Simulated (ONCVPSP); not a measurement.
# Pseudopotential generation for Er: ONCV, LDA (Perdew-Wang 92)

Task: generate the file, and judge it by its errors in other configurations, its logarithmic derivatives, its ghosts and its cutoff.

Method: ONCVPSP 4.0.1, LDA (Perdew-Wang 92), scalar-relativistic.

### 1 Starting point

The settings as typed:

```json
{
 "element": "erbium (Er, Z = 68)",
 "type": "optimised norm-conserving Vanderbilt (ONCV)",
 "frozen core": "[Kr] 4d10",
 "valence charge": "22",
 "reference configuration": "4f11 5s2 5p6 5d1 6s2",
 "partial waves": "5s+6s: rc 2.20 bohr, ncon 4, nbas 8, qcut 4.4 1/bohr, 3 projectors, debl 2.9 Ha; 5p: rc 2.10 bohr, ncon 5, nbas 9, qcut 7.7 1/bohr, 2 projectors, debl 3.2 Ha; 5d: rc 2.45 bohr, ncon 4, nbas 7, qcut 4.3 1/bohr, 2 projectors, debl 3.6 Ha; 4f: rc 1.30 bohr, ncon 5, nbas 10, qcut 11.4 1/bohr, 2 projectors, debl 2.7 Ha",
 "local potential": "polynomial inside 0.90 bohr (lpopt 5, dvloc0 0 Ha)",
 "core correction": "not asked for"
}
```

The outer shells as boxes (Hund's rule for the drawing; the calculation is spin-unpolarised):

```
[Kr] core
4d [↑↓][↑↓][↑↓][↑↓][↑↓]
4f [↑↓][↑↓][↑↓][↑↓][↑ ][↑ ][↑ ]
5s [↑↓]
5p [↑↓][↑↓][↑↓]
5d [↑ ][  ][  ][  ][  ]
6s [↑↓]
```

### 2 Generation

The input, Er.dat:

```
# ATOM AND REFERENCE CONFIGURATION
# atsym  z   nc   nv     iexc    psfile
  Er 68.00    9    5  -001012      upf
#
#   n    l    f
    1    0    2.00
    2    0    2.00
    2    1    6.00
    3    0    2.00
    3    1    6.00
    3    2   10.00
    4    0    2.00
    4    1    6.00
    4    2   10.00
    4    3   11.00
    5    0    2.00
    5    1    6.00
    5    2    1.00
    6    0    2.00
#
# PSEUDOPOTENTIAL AND OPTIMIZATION
# lmax
    3
#
#   l,   rc,      ep,       ncon, nbas, qcut
    0    2.20    0.00    4    8    4.40
    1    2.10    0.00    5    9    7.70
    2    2.45    0.00    4    7    4.30
    3    1.30    0.00    5   10   11.40
#
# LOCAL POTENTIAL
# lloc, lpopt,  rc(5),   dvloc0
    4    5    0.90    0.00
#
# VANDERBILT-KLEINMAN-BYLANDER PROJECTORs
# l, nproj, debl
    0    3    2.90
    1    2    3.20
    2    2    3.60
    3    2    2.70
#
# MODEL CORE CHARGE
# icmod, fcfact, rcfact
    0    0.00    0.00
#
# LOG DERIVATIVE ANALYSIS
# epsh1, epsh2, depsh
   -4.00    5.00    0.02
#
# OUTPUT GRID
# rlmax, drl
    6.00    0.01
#
# TEST CONFIGURATIONS
# ncnf
    4
# nvcnf
#   n    l    f
    5
    4    3   12.00
    5    0    2.00
    5    1    6.00
    5    2    0.00
    6    0    2.00
#
    5
    4    3   12.00
    5    0    2.00
    5    1    6.00
    5    2    0.00
    6    0    1.00
#
    5
    4    3   12.00
    5    0    2.00
    5    1    6.00
    5    2    0.00
    6    0    0.00
#
    5
    4    3   12.00
    5    0    2.00
    5    1    6.00
    5    2    1.00
    6    0    1.00
#
```

Started as:

```sh
$ oncvpsp.x < Er.dat > Er.out
```

Before running it: what results should come out? Wanted: cutoffs for 1 and 0.1 mHa per electron, occupied waves; bound ghosts; GHOST(+) flags; largest test error; largest phase difference near zero energy, channels read.

The runs gave:

| quantity | value |
| --- | --- |
| cutoffs for 1 and 0.1 mHa per electron, occupied waves | 169 Ha and 251 Ha |
| bound ghosts | s at -54.29 eV, d at -936.05 eV |
| GHOST(+) flags | p at 97 eV |
| largest test error (AE − PS) | +161 meV, for 4f12 5s2 5p6 5d0 6s0 |
| largest phase difference near zero energy, channels read | 0.001 rad |

**Reading.** It has a bound ghost (s, d), a state that the atom doesn't have, and that rules the file out. The worst unpolarised test, 4f12 5s2 5p6 5d0 6s0, is off by 161 meV on 13.9 eV; by total energies transferability rates as poor. The potential is very hard: the looser tolerance needs 169 Ha. At the looser tolerance the 4f wave is the slowest; 5p needs 18 Ha. Near zero energy the phases of the channels with partial waves agree within 0.001 rad. The program also flags highly localised states, GHOST(+) (p). All of this concerns the isolated atom, not yet a solid.
